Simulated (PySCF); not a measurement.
# C6H12NOP: the cost of one run

Programs: PySCF 2.14.0, with routines of our own; each step states its level. All values are computed. Atoms count from 0.

### 1 The starting structure

21 atoms, charge 0, multiplicity 1; geometry from: GFN2-xTB.

### 2 Vibronic structure: TDA CAM-B3LYP/def2-SVP

The job: settings as JSON, then the geometry in Å.

```
{"job": {"kind": "vib", "xc": "CAM-B3LYP", "basis": "def2-SVP", "tda": true}, "charge": 0, "multiplicity": 1}
C      3.894011    -0.993973     0.363636
O      2.972208    -1.275608    -0.656380
C      1.741077    -0.775072    -0.464806
P      1.203228     0.125769     0.868719
N     -0.443587     0.403606     0.507080
C     -0.826325     1.373565    -0.502191
C     -2.359783     1.381596    -0.437322
C     -2.731347     0.058591     0.259525
C     -1.399685    -0.681424     0.405908
H      4.843886    -1.433190     0.065459
H      4.000752     0.087795     0.498835
H      3.557775    -1.423475     1.313797
H      1.087888    -1.038543    -1.291858
H     -0.491969     1.073668    -1.507702
H     -0.379629     2.341175    -0.267309
H     -2.713423     2.231513     0.142991
H     -2.789734     1.448558    -1.435469
H     -3.450975    -0.522759    -0.313632
H     -3.153055     0.257612     1.243202
H     -1.348704    -1.304199     1.300020
H     -1.221526    -1.318264    -0.474162
```

With the program's defaults for keys left out, this is: TDA CAM-B3LYP/def2-SVP vertical-gradient vibronic structure (displaced harmonic oscillators, Condon), gas phase.

Command:

```sh
$ OMP_NUM_THREADS=1 python excited_run.py task.json out
```

One launch serves the whole session: the jobs run in the order shown.

Q: Estimate the wall time and peak memory of this first job on 1 thread of Intel Xeon Platinum 8259CL at 2.50GHz, shared host.

About 84 s, with a peak of 1.2 GiB.
